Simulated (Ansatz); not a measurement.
# C₂H₃Al₂Cl: up Jacob's ladder to CCSD(T)

One table from this session's results is given with a row withheld; the runs are named, their logs left out.

Program: Ansatz 0.2.0, Gaussian basis. Level of theory: functionals in def2-TZVPP, the program's frozen cores in correlated methods. These are calculated values, not measurements.

Plan: LDA (SPW92), PBE-D4, revPBE-D4, BLYP-D4, r2SCAN-D4, B97M-V, PBE0-D4, B3LYP-D4, r2SCANh-D4, r2SCAN0-D4, HSE06-D4, BHLYP-D4, CAM-B3LYP-D4, LC-ωPBE, ωB97X-V, ωB97M-V, B2PLYP, PBE-QIDH; CCSD(T)/def2-SVP; CCSD(T)/def2-TZVPP; MP2/def2-QZVPP; extrapolation to the limit; RPA on PBE.

### The geometry

The geometry comes from an earlier relaxation with PBE0-D4 in a triple-zeta def2 set; it is a stationary point, not always the lowest conformer.

8 atoms, charge 0, spin multiplicity 1.

Atoms are counted from 1 here; the program's logs count them from 0.

Bond lengths: C1–C2 1.211 Å, C1–H6 1.067 Å, C2–Al3 1.904 Å, Al3–Al4 2.588 Å, Al3–Cl5 2.107 Å, Al4–H7 1.589 Å, Al4–H8 1.590 Å. Angles: C2–C1–H6 179.5°, C1–C2–Al3 176.1°, C2–Al3–Al4 125.0°, C2–Al3–Cl5 115.0°, Al4–Al3–Cl5 120.0°, Al3–Al4–H7 120.8°, Al3–Al4–H8 120.8°, H7–Al4–H8 118.4°.

Set-up of the first run:

File in.yaml:

```yaml
crystal:
  periodic: [false, false, false]
  atoms:
    - {symbol: C, position_ang: [0.270508, 1.559865, 2.333356]}
    - {symbol: C, position_ang: [0.230706, 1.215545, 1.172725]}
    - {symbol: Al, position_ang: [0.141854, 0.554874, -0.610931]}
    - {symbol: Al, position_ang: [-0.343150, -1.903045, -1.261264]}
    - {symbol: Cl, position_ang: [0.475403, 1.995515, -2.111630]}
    - {symbol: H, position_ang: [0.307681, 1.872063, 3.352907]}
    - {symbol: H, position_ang: [-0.407987, -2.342771, -2.786982]}
    - {symbol: H, position_ang: [-0.582816, -3.009146, -0.144080]}
basis:
  gaussian: {orbitals: def2-TZVPP}
hamiltonian: {xc: lda}
output: {orbitals: {seedname: orbitals}}
```

On the command line:

```
$ ansatz run in.yaml --threads 2 --pin off --events-out ev --progress --plain --max-ram 4352MiB
```

Steps of the session up to this table: LDA; PBE-D4 (GGA); revPBE-D4 (GGA); BLYP-D4 (GGA); r2SCAN-D4 (meta-GGA); B97M-V (meta-GGA); B3LYP-D4 (hybrid); r2SCANh-D4 (hybrid); r2SCAN0-D4 (hybrid); HSE06-D4 (hybrid); BHLYP-D4 (hybrid); CAM-B3LYP-D4 (range-separated); LC-ωPBE (range-separated); ωB97X-V (range-separated); ωB97M-V (range-separated); B2PLYP (double hybrid); PBE-QIDH (double hybrid).

One of the session's tables, all rows but one given; the rest of the session is left out.

It belongs to the step «Orbital energies across the functionals». 

| functional | HOMO (eV) | LUMO (eV) | gap (eV) |
| --- | --- | --- | --- |
| LDA (SPW92) | -6.43 | -3.87 | 2.56 |
| PBE-D4 | -6.34 | -3.67 | 2.67 |
| revPBE-D4 | ? | ? | ? |
| BLYP-D4 | -6.19 | -3.50 | 2.69 |
| r2SCAN-D4 | -6.57 | -3.51 | 3.05 |
| B97M-V | -6.59 | -3.69 | 2.89 |
| PBE0-D4 | -7.40 | -2.96 | 4.44 |
| B3LYP-D4 | -7.20 | -3.10 | 4.10 |
| r2SCANh-D4 | -6.95 | -3.26 | 3.70 |
| r2SCAN0-D4 | -7.54 | -2.88 | 4.66 |
| HSE06-D4 | -7.00 | -3.32 | 3.68 |
| BHLYP-D4 | -8.34 | -2.15 | 6.19 |
| CAM-B3LYP-D4 | -8.63 | -1.97 | 6.66 |
| LC-ωPBE | -9.91 | -0.98 | 8.93 |
| ωB97X-V | -9.60 | -1.06 | 8.54 |
| ωB97M-V | -9.31 | -1.27 | 8.05 |

**Question.** Estimate the row for revPBE-D4.

The run gave: HOMO (eV): -6.30; LUMO (eV): -3.58; gap (eV): 2.72. In the column «HOMO (eV)» it lies between PBE-D4 (-6.34) and BLYP-D4 (-6.19).
